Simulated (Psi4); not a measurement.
# SiH3Se (SMILES [SiH2][SeH]): UCCSD/def2-TZVP (sweep point 8)

What is the vertical electron affinity of SiH3Se at UCCSD/def2-TZVP (sweep point 8)? 

Program for the calculation: Psi4 1.11.

## 1. The molecule

The species is SiH3Se (5 atoms), meant as a doublet with charge 0. As SMILES, `[SiH2][SeH]`. Geometry: relaxed at PBE0-D4/def2-TZVP. This is one conformer, not always the lowest.

Bond lengths: Si1–Se2 2.272 Å, Si1–H3 1.492 Å, Si1–H4 1.489 Å, Se2–H5 1.469 Å. Angles: Si1–Se2–H5 93.1°, Se2–Si1–H3 111.1°, Se2–Si1–H4 104.9°, H3–Si1–H4 110.2°.

## 2. A single-point energy at UCCSD/def2-TZVP (sweep point 8)

job.inp reads:

```
memory 1600 MB

molecule {
  0 2
  Si     0.060900    -0.791800     0.205800
  Se     0.776600     1.182400    -0.661900
  H     -1.304300    -0.656200     0.791600
  H      0.034200    -1.731400    -0.948800
  H      0.482600     1.923300     0.572000
  units angstrom
  symmetry c1
}

set basis def2-TZVP
set reference uhf
set puream true
set scf_type pk
set num_frozen_docc 14
set maxiter 150

energy("ccsd")
print_variables()
```

Run with:

```
$ psi4 job.inp job.out -n 1
```

job.out:

```text
[...]
  Running in c1 symmetry.
[...]
  Nuclear repulsion =  147.937373273399146
[...]
  Multiplicity = 2
[...]
  Nalpha       = 26
  Nbeta        = 25
[...]
    Number of basis functions: 103
[...]
   @UHF iter   1: -2689.94620611189066   -2.71273e+00   1.72200e-02 ADIIS/DIIS
[...]
   @UHF iter  15: -2690.51689549156936   -7.27596e-12   4.85622e-09 DIIS
[...]
   @S^2 Observed:                7.575691630E-01
[...]
    Orbital Energies [Eh]
    ---------------------
    Alpha Occupied:
       1A   -460.832670     2A    -68.809061     3A    -60.637206
       4A    -54.238012     5A    -54.237695     6A    -54.236990
       7A     -8.903047     8A     -6.637137     9A     -6.634981
      10A     -6.631601    11A     -6.157904    12A     -4.269617
      13A     -4.260879    14A     -4.260211    15A     -2.626444
      16A     -2.624823    17A     -2.620563    18A     -2.617714
      19A     -2.617242    20A     -0.929102    21A     -0.706754
      22A     -0.535831    23A     -0.488523    24A     -0.449461
      25A     -0.392131    26A     -0.318658
    Alpha Virtual:
[...]
  @UHF Final Energy: -2690.51689549156936
   => Energetics <=
    Nuclear Repulsion Energy =            147.9373732733991460
    One-Electron Energy =               -4042.0494543285349209
    Two-Electron Energy =                1203.5951855635662469
    Total Energy =                      -2690.5168954915693575
  UHF NO Occupations:
  HONO-2 :   24  A 1.9994368
  HONO-1 :   25  A 1.9971835
[...]
 Multipole Moments:
 ------------------------------------------------------------------------------------
     Multipole            Electronic (a.u.)      Nuclear  (a.u.)        Total (a.u.)
 ------------------------------------------------------------------------------------
 L = 1.  Multiply by 2.5417464519 to convert [e a0] to [Debye]
 Dipole X            :          4.5664893           -4.6975780           -0.1310887
 Dipole Y            :          8.1740482           -8.3062350           -0.1321868
 Dipole Z            :         -3.9582296            4.2970596            0.3388299
 Magnitude           :                                                    0.3866049
[...]
      * MP2 total energy                      = -2690.887927528343425
[...]
      * CCSD total energy                     = -2690.917114063383906
[...]
```

Run time: 1.9 min. Hardware: 1 thread of Intel Xeon Platinum 8488C (Sapphire Rapids), shared host; peak memory 0.87 GiB.

## 3. The singlet anion

h3sesi.inp reads:

```
memory 1.6 GB

molecule system {
  -1 1
  Si     0.060900    -0.791800     0.205800
  Se     0.776600     1.182400    -0.661900
  H     -1.304300    -0.656200     0.791600
  H      0.034200    -1.731400    -0.948800
  H      0.482600     1.923300     0.572000
  symmetry c1
}

set globals {
  reference       rhf
  puream          true
  scf_type        pk
  num_frozen_docc 14
}

energy_value = energy('ccsd/def2-TZVP')
print_variables()
```

Run with:

```
$ psi4 -i h3sesi.inp -o h3sesi.out -n 1
```

h3sesi.out:

```text
[...]
  Running in c1 symmetry.
[...]
  Nuclear repulsion =  147.937373273399146
[...]
  Multiplicity = 1
[...]
  Nalpha       = 26
  Nbeta        = 26
[...]
    Number of basis functions: 103
[...]
   @RHF iter   1: -2689.91243248739966   -2.67895e+00   1.73850e-02 DIIS/ADIIS
[...]
   @RHF iter  13: -2690.51273323219721   -8.64020e-12   3.41672e-09 DIIS
[...]
    Orbital Energies [Eh]
    ---------------------
    Doubly Occupied:
       1A   -460.631833     2A    -68.539640     3A    -60.436922
       4A    -54.037886     5A    -54.037093     6A    -54.036704
       7A     -8.702757     8A     -6.437837     9A     -6.434218
      10A     -6.431300    11A     -5.889859    12A     -3.995109
      13A     -3.994317    14A     -3.993781    15A     -2.427136
      16A     -2.424874    17A     -2.421285    18A     -2.417054
      19A     -2.416739    20A     -0.726069    21A     -0.462268
      22A     -0.333742    23A     -0.268137    24A     -0.235079
      25A     -0.181119    26A     -0.032582
[...]
  @RHF Final Energy: -2690.51273323219721
   => Energetics <=
    Nuclear Repulsion Energy =            147.9373732733991460
    One-Electron Energy =               -4053.0095316495503539
    Two-Electron Energy =                1214.5594251439536038
    Total Energy =                      -2690.5127332321972062
[...]
 Multipole Moments:
 ------------------------------------------------------------------------------------
     Multipole            Electronic (a.u.)      Nuclear  (a.u.)        Total (a.u.)
 ------------------------------------------------------------------------------------
 L = 1.  Multiply by 2.5417464519 to convert [e a0] to [Debye]
 Dipole X            :          5.0576490           -4.6975780            0.3600710
 Dipole Y            :         10.1845119           -8.3062350            1.8782769
 Dipole Z            :         -5.1397102            4.2970596           -0.8426507
 Magnitude           :                                                    2.0898889
[...]
      * MP2 total energy                      = -2690.916527468831191
[...]
      * CCSD total energy                     = -2690.946912102498572
[...]
```

Run time: 44 s. Hardware: 1 thread of Intel Xeon Platinum 8488C (Sapphire Rapids), shared host; peak memory 0.86 GiB.

## 4. What came out

At UCCSD/def2-TZVP (sweep point 8), 14 core orbitals frozen:

```
                                                                  quantity           value
                                              doublet SiH3Se: total energy  -2690.91711 Eh
doublet SiH3Se: HOMO energy (Hartree–Fock orbitals) (highest over α and β)        -8.67 eV
 doublet SiH3Se: LUMO energy (Hartree–Fock orbitals) (lowest over α and β)         0.96 eV
              doublet SiH3Se: correlation energy (14 core orbitals frozen)      -400.2 mEh
                         doublet SiH3Se: ⟨S²⟩ of the reference determinant           0.758
                                             doublet SiH3Se: T1 diagnostic           0.020
                                               singlet anion: total energy  -2690.94691 Eh
                        singlet anion: HOMO energy (Hartree–Fock orbitals)        -0.89 eV
                        singlet anion: LUMO energy (Hartree–Fock orbitals)         7.71 eV
      singlet anion: HOMO–LUMO gap (to an unbound level, set by the basis)         8.60 eV
               singlet anion: correlation energy (14 core orbitals frozen)      -434.2 mEh
                                              singlet anion: T1 diagnostic           0.010
                         vertical electron affinity (to the singlet anion)        0.811 eV
```

At fixed nuclei the extra electron is bound by 0.81 eV (78.2 kJ/mol). The basis has no diffuse functions, so the error can be as large as this value.
